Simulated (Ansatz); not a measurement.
**C2H9BOSi: small, medium and large basis sets**

How large a basis does C2H9BOSi need? Two functionals are run in growing sets.

Method: one geometry, several basis sets; program: Ansatz 0.2.0, Gaussian basis.

Plan: PBE0-D4/def2-SVP; ωB97M-V/def2-SVP; PBE0-D4/def2-QZVPP; ωB97M-V/def2-QZVPP; the functionals' def2-TZVPP values are taken from earlier runs.

## (1) The relaxed structure

An earlier PBE0-D4 in a triple-zeta def2 set relaxation fixed the geometry.

SMILES `B[SiH](C)OC`, 14 atoms, charge 0, spin multiplicity 1.

Atoms are counted from 1 here; the program's logs count them from 0.

Bond lengths: B1–Si2 2.004 Å, B1–H6 1.198 Å, B1–H7 1.195 Å, Si2–C3 1.876 Å, Si2–O4 1.653 Å, Si2–H8 1.502 Å, C3–H9 1.093 Å, C3–H10 1.093 Å, C3–H11 1.093 Å, O4–C5 1.405 Å, C5–H12 1.092 Å, C5–H13 1.097 Å, C5–H14 1.098 Å. Angles: Si2–B1–H6 119.4°, Si2–B1–H7 123.5°, H6–B1–H7 117.2°, B1–Si2–C3 111.7°, B1–Si2–O4 109.5°, B1–Si2–H8 108.5°, C3–Si2–O4 111.3°, C3–Si2–H8 107.3°, O4–Si2–H8 108.4°, Si2–C3–H9 111.0°, Si2–C3–H10 111.5°, Si2–C3–H11 110.1°, H9–C3–H10 108.1°, H9–C3–H11 107.8°, H10–C3–H11 108.2°, Si2–O4–C5 122.6°, O4–C5–H12 108.5°, O4–C5–H13 111.7° and more.

Geometry (Å):

```mol
C2H9BOSi
  3D, bonds by distance, orders not assigned

 14 13  0  0  0  0  0  0  0  0999 V2000
   -0.4346    1.4707    1.9184 B   0  0
    0.1007    0.5590    0.2160 Si  0  0
    1.4929   -0.6674    0.4955 C   0  0
   -1.2193   -0.1737   -0.4576 O   0  0
   -1.1871   -0.7737   -1.7280 C   0  0
    0.3900    2.0688    2.5493 H   0  0
   -1.5496    1.4599    2.3492 H   0  0
    0.6074    1.5981   -0.7431 H   0  0
    1.7973   -1.1361   -0.4438 H   0  0
    1.1966   -1.4576    1.1893 H   0  0
    2.3657   -0.1576    0.9120 H   0  0
   -2.2064   -1.0469   -2.0083 H   0  0
   -0.5750   -1.6836   -1.7308 H   0  0
   -0.7916   -0.0891   -2.4893 H   0  0
  1  2  8  0
  2  3  8  0
  2  4  8  0
  4  5  8  0
  1  6  8  0
  1  7  8  0
  2  8  8  0
  3  9  8  0
  3 10  8  0
  3 11  8  0
  5 12  8  0
  5 13  8  0
  5 14  8  0
M  END
```

## (2) PBE0-D4 in def2-SVP

File in.yaml:

```yaml
crystal:
  periodic: [false, false, false]
  atoms:
    - {symbol: B, position_ang: [-0.434650, 1.470672, 1.918383]}
    - {symbol: Si, position_ang: [0.100742, 0.559037, 0.215998]}
    - {symbol: C, position_ang: [1.492875, -0.667432, 0.495494]}
    - {symbol: O, position_ang: [-1.219292, -0.173688, -0.457576]}
    - {symbol: C, position_ang: [-1.187061, -0.773659, -1.728048]}
    - {symbol: H, position_ang: [0.389952, 2.068789, 2.549334]}
    - {symbol: H, position_ang: [-1.549564, 1.459931, 2.349231]}
    - {symbol: H, position_ang: [0.607429, 1.598066, -0.743053]}
    - {symbol: H, position_ang: [1.797256, -1.136066, -0.443760]}
    - {symbol: H, position_ang: [1.196559, -1.457640, 1.189285]}
    - {symbol: H, position_ang: [2.365713, -0.157560, 0.911959]}
    - {symbol: H, position_ang: [-2.206403, -1.046879, -2.008302]}
    - {symbol: H, position_ang: [-0.574971, -1.683561, -1.730847]}
    - {symbol: H, position_ang: [-0.791585, -0.089109, -2.489300]}
basis:
  gaussian: {orbitals: def2-SVP}
hamiltonian: {xc: pbe0, dispersion: d4}
output: {orbitals: {seedname: orbitals}}
```

On the command line:

```bash
$ ansatz run in.yaml --threads 4 --pin off --events-out ev --progress --plain --max-ram 10444MiB
```

After this run come: ωB97M-V in def2-SVP; PBE0-D4 in def2-QZVPP; ωB97M-V in def2-QZVPP.

Q: Predict the results of all the runs planned. Wanted: PBE0-D4: double and triple zeta above quadruple; ωB97M-V: double and triple zeta above quadruple.

As calculated:

| quantity | value |
| --- | --- |
| PBE0-D4: double and triple zeta above quadruple | 9.14, 0.57 eV |
| ωB97M-V: double and triple zeta above quadruple | 9.43, 0.54 eV |

In words: For PBE0-D4 the step from double to triple zeta gains 8.57 eV and the next only 0.57 eV. These are total energies; as a rule much of such shifts cancels in differences, which this series doesn't test.
